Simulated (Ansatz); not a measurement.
**C2H6FNSn: a ladder of functionals and wavefunction methods**

One table from this session's results is given with a row withheld; the runs are named, their logs left out.

Program: Ansatz 0.2.0, Gaussian basis. Level of theory: functionals in def2-TZVPP, the program's frozen cores in correlated methods. These are calculated values, not measurements.

Plan: PBE-D4, r2SCAN-D4, PBE0-D4, B3LYP-D4, ωB97X-V, ωB97M-V, B2PLYP; CCSD(T)/def2-TZVPP; MP2/def2-QZVPP; extrapolation to the limit.

**Structure used throughout**

All runs share one geometry, relaxed beforehand with PBE0-D4 in a triple-zeta def2 set. Sn takes the def2 core potential; no spin-orbit term is included.

SMILES `[F][SnH]1[CH2]N[CH2]1`, 11 atoms, charge 0, spin multiplicity 1.

Atoms are counted from 1 here; the program's logs count them from 0.

Bond lengths: F1–Sn2 1.941 Å, Sn2–C3 2.203 Å, Sn2–C5 2.203 Å, Sn2–H6 1.724 Å, C3–N4 1.458 Å, C3–H7 1.092 Å, C3–H8 1.089 Å, N4–C5 1.458 Å, N4–H9 1.011 Å, C5–H10 1.092 Å, C5–H11 1.089 Å. Angles: F1–Sn2–C3 116.3°, F1–Sn2–C5 116.3°, F1–Sn2–H6 102.6°, C3–Sn2–C5 65.2°, C3–Sn2–H6 127.1°, C5–Sn2–H6 127.1°, Sn2–C3–N4 89.9°, Sn2–C3–H7 108.9°, Sn2–C3–H8 122.3°, N4–C3–H7 112.0°, N4–C3–H8 113.4°, H7–C3–H8 109.1°, C3–N4–C5 109.0°, C3–N4–H9 109.9°, C5–N4–H9 109.9°, Sn2–C5–N4 89.9°, Sn2–C5–H10 108.9°, Sn2–C5–H11 122.3° and more.

Coordinates:

```mol
C2H6FNSn
  3D, bonds by distance, orders not assigned

 11 11  0  0  0  0  0  0  0  0999 V2000
   -2.9203    0.1395    0.1345 F   0  0
   -1.0841    0.6921    0.4364 Sn  0  0
    0.3668   -0.9170    0.8336 C   0  0
    1.1774   -0.4600   -0.2887 N   0  0
    0.3349    0.3023   -1.2026 C   0  0
   -1.2745    2.1609    1.3189 H   0  0
   -0.1081   -1.8790    0.6307 H   0  0
    0.9215   -0.9826    1.7688 H   0  0
    1.9332    0.1206    0.0472 H   0  0
   -0.1485   -0.3372   -1.9438 H   0  0
    0.8671    1.1032   -1.7144 H   0  0
  1  2  8  0
  2  3  8  0
  3  4  8  0
  4  5  8  0
  2  6  8  0
  3  7  8  0
  3  8  8  0
  4  9  8  0
  5 10  8  0
  5 11  8  0
  2  5  8  0
M  END
```

The first run:

Contents of in.yaml:

```yaml
crystal:
  periodic: [false, false, false]
  atoms:
    - {symbol: F, position_ang: [-2.920258, 0.139549, 0.134479]}
    - {symbol: Sn, position_ang: [-1.084133, 0.692081, 0.436411]}
    - {symbol: C, position_ang: [0.366806, -0.917041, 0.833586]}
    - {symbol: N, position_ang: [1.177415, -0.459967, -0.288743]}
    - {symbol: C, position_ang: [0.334942, 0.302265, -1.202622]}
    - {symbol: H, position_ang: [-1.274521, 2.160930, 1.318898]}
    - {symbol: H, position_ang: [-0.108097, -1.878995, 0.630743]}
    - {symbol: H, position_ang: [0.921542, -0.982554, 1.768811]}
    - {symbol: H, position_ang: [1.933180, 0.120628, 0.047183]}
    - {symbol: H, position_ang: [-0.148501, -0.337213, -1.943797]}
    - {symbol: H, position_ang: [0.867125, 1.103217, -1.714447]}
basis:
  gaussian: {orbitals: def2-TZVPP}
hamiltonian: {xc: pbe, dispersion: d4}
output: {forces: true, orbitals: {seedname: orbitals}}
```

On the command line:

```sh
> ansatz run in.yaml --threads 4 --pin off --events-out ev --progress --plain --max-ram 10444MiB
```

Steps of the session up to this table: PBE-D4 (GGA); r2SCAN-D4 (meta-GGA); PBE0-D4 (hybrid); B3LYP-D4 (hybrid); ωB97X-V (range-separated); ωB97M-V (range-separated); B2PLYP (double hybrid); CCSD(T) in def2-TZVPP; MP2 in def2-QZVPP.

One table of the session follows, with a row left open; its other results are not shown here.

It belongs to the step «Atomisation energies». 

| method | atoms, summed (eV) | atomisation energy (eV) |
| --- | --- | --- |
| PBE-D4 | -12164.585 | 40.596 |
| r2SCAN-D4 | -12171.781 | 39.468 |
| PBE0-D4 | -12166.092 | 39.541 |
| B3LYP-D4 | ? | ? |
| ωB97X-V | -12170.050 | 39.671 |
| ωB97M-V | -12168.976 | 39.489 |
| B2PLYP | -12162.922 | 38.954 |
| HF/def2-TZVPP | -12123.714 | 26.809 |
| MP2/def2-TZVPP | -12142.477 | 38.924 |
| CCSD/def2-TZVPP | -12144.269 | 37.610 |
| CCSD(T)/def2-TZVPP | -12144.697 | 38.372 |
| MP2/CBS | -12154.629 | 40.200 |
| CCSD(T)/CBS | -12156.849 | 39.649 |

**Question.** Estimate the row for B3LYP-D4.

The run gave: atoms, summed (eV): -12175.285; atomisation energy (eV): 39.427. In the column «atoms, summed (eV)» it is the lowest.

To keep in mind: Free atoms (1 F, 1 Sn, 2 C, 1 N, 6 H) were run apart at each level; the atomisation energy is their sum less the molecule, without zero-point or spin-orbit terms.
